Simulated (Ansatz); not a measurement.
# GeH4O2 (SMILES [OH][GeH2][OH]): B3LYP/cc-pVDZ

Aim: the vertical singlet–triplet gap of GeH4O2 at B3LYP/cc-pVDZ, from 2 runs. 

Program for the calculation: Ansatz 0.2.0.

53 further runs of the same task are left out: 53 set aside as unsound or not needed.

## Step 1: Starting point

GeH4O2: 7 atoms, total charge 0, spin state singlet. As SMILES, `[OH][GeH2][OH]`. The coordinates come from a PBE0-D4/def2-TZVP relaxation. This is one conformer, not always the lowest.

Bond lengths: O1–Ge2 1.776 Å, Ge2–O3 1.773 Å, O1–H4 0.959 Å, Ge2–H5 1.543 Å, Ge2–H6 1.525 Å, O3–H7 0.959 Å. Angles: O1–Ge2–O3 110.8°, O1–Ge2–H5 108.6°, O1–Ge2–H6 106.6°, O3–Ge2–H5 109.7°, O3–Ge2–H6 104.9°, Ge2–O1–H4 113.3°, Ge2–O3–H7 113.6°, H5–Ge2–H6 116.1°.

## Step 2: The energy at B3LYP/cc-pVDZ

File job.yaml:

```yaml
crystal:
  periodic: [false, false, false]
  atoms:
    - {symbol: O, position_ang: [-1.491300, -0.416000, -0.173900]}
    - {symbol: Ge, position_ang: [0.023500, 0.377000, 0.305300]}
    - {symbol: O, position_ang: [1.347400, -0.798900, 0.400600]}
    - {symbol: H, position_ang: [-1.634900, -0.418700, -1.122100]}
    - {symbol: H, position_ang: [0.363400, 1.460500, -0.739100]}
    - {symbol: H, position_ang: [-0.172500, 0.863100, 1.737300]}
    - {symbol: H, position_ang: [1.625600, -1.135200, -0.453800]}
basis:
  gaussian: {orbitals: cc-pVDZ}
output: {orbitals: {seedname: orbitals}}
hamiltonian: {xc: {name: B3LYP}}
accuracy: high
```

The run is started by

```sh
$ ansatz run job.yaml --threads 1 --pin off --max-ram 3480MiB --events-out events.jsonl --progress --plain --runs-dir runs
```

The program printed:

```text
Warning: RAYON_NUM_THREADS=1 ignored (pool sized by the plan → 1); use --threads N
Functional definition: B3LYP
  name "B3LYP"
  parameter a0 = 0.2
  parameter ax = 0.72
  parameter ac = 0.81
  exchange = (1 - a0 - ax)*slater_x + ax*b88_x + a0*exact_x
  correlation = (1 - ac)*vwn_rpa_c + ac*lyp_c
1673 factors; integrals over basis functions are off by at most 4.6e-9 eV
mean field evaluation 1: about -60670.4869 eV, gradient 6.9e1 eV
mean field evaluation 2: about -60648.9884 eV, gradient 1.3e2 eV
mean field evaluation 4: about -60678.7072 eV, gradient 1.3e0 eV
mean field evaluation 8: about -60678.8134 eV, gradient 3.0e-1 eV
mean field evaluation 16: about -60678.8135 eV, gradient 3.5e-6 eV
mean field -60678.81352233 eV, -2229.9052673687 hartree, gradient 1.4e-8 eV, S^2 0.000000; 0 other end points of the search recorded, 0 dependent functions left out
reference -60678.81355863 eV, -2229.9052687024 hartree; 26, 26 occupied and 49, 49 virtual orbitals, 1673 factors
Total energy: -60678.81355863 eV, -2229.9052687024 hartree
```

Run time: 6 s. Hardware: 1 thread of Arm Neoverse V2, shared host; peak memory 0.23 GiB.

## Step 3: The triplet, same level

File job.yaml:

```yaml
crystal:
  periodic: [false, false, false]
  atoms:
    - symbol: O
      position_ang: [-1.491300, -0.416000, -0.173900]
    - symbol: Ge
      position_ang: [0.023500, 0.377000, 0.305300]
    - symbol: O
      position_ang: [1.347400, -0.798900, 0.400600]
    - symbol: H
      position_ang: [-1.634900, -0.418700, -1.122100]
    - symbol: H
      position_ang: [0.363400, 1.460500, -0.739100]
    - symbol: H
      position_ang: [-0.172500, 0.863100, 1.737300]
    - symbol: H
      position_ang: [1.625600, -1.135200, -0.453800]
basis:
  gaussian: {orbitals: cc-pVDZ}
magnetization: {spin_polarized: true, initial_magnetization: 2}
hamiltonian: {xc: {name: B3LYP}}
accuracy: high
output: {orbitals: {seedname: orbitals}}
```

The run is started by

```sh
$ ansatz run job.yaml --threads 1 --pin off --max-ram 3480MiB --events-out events.jsonl --progress --plain --runs-dir runs
```

The program printed (excerpt; [...] marks lines left out):

```text
Warning: RAYON_NUM_THREADS=1 ignored (pool sized by the plan → 1); use --threads N
[... 7 set-up lines as earlier in the session ...]
1673 factors; integrals over basis functions are off by at most 4.6e-9 eV
mean field evaluation 1: about -60660.7699 eV, gradient 5.2e1 eV
mean field evaluation 2: about -60596.2708 eV, gradient 1.3e2 eV
mean field evaluation 4: about -60664.7456 eV, gradient 3.6e1 eV
mean field evaluation 8: about -60671.7146 eV, gradient 2.1e0 eV
mean field evaluation 16: about -60671.9005 eV, gradient 2.1e-1 eV
mean field evaluation 32: about -60671.9018 eV, gradient 5.9e-4 eV
mean field evaluation 64: about -60671.8681 eV, gradient 9.1e-1 eV
mean field -60671.90178988 eV, -2229.6512658859 hartree, gradient 5.6e-8 eV, S^2 2.006947; 6 other end points of the search recorded, 0 dependent functions left out
reference -60671.90182832 eV, -2229.6512672986 hartree; 27, 25 occupied and 48, 50 virtual orbitals, 1673 factors
Total energy: -60671.90182832 eV, -2229.6512672986 hartree
```

Wall time 27 s (1 thread of Arm Neoverse V2, shared host); peak memory 0.37 GiB.

## Step 4: Summary of results

At B3LYP/cc-pVDZ:

| quantity | value |
| --- | --- |
| singlet: total energy | -2229.90527 Eh |
| singlet: HOMO energy | -8.08 eV |
| singlet: LUMO energy | 0.53 eV |
| singlet: HOMO–LUMO gap | 8.61 eV |
| triplet: total energy | -2229.65127 Eh |
| triplet: HOMO energy (highest over α and β) | -1.63 eV |
| triplet: ⟨S²⟩ | 2.007 |
| vertical energy of the triplet above the singlet | 6.912 eV |

What this shows: At this shape the triplet lies 6.91 eV (667 kJ/mol) above the singlet.
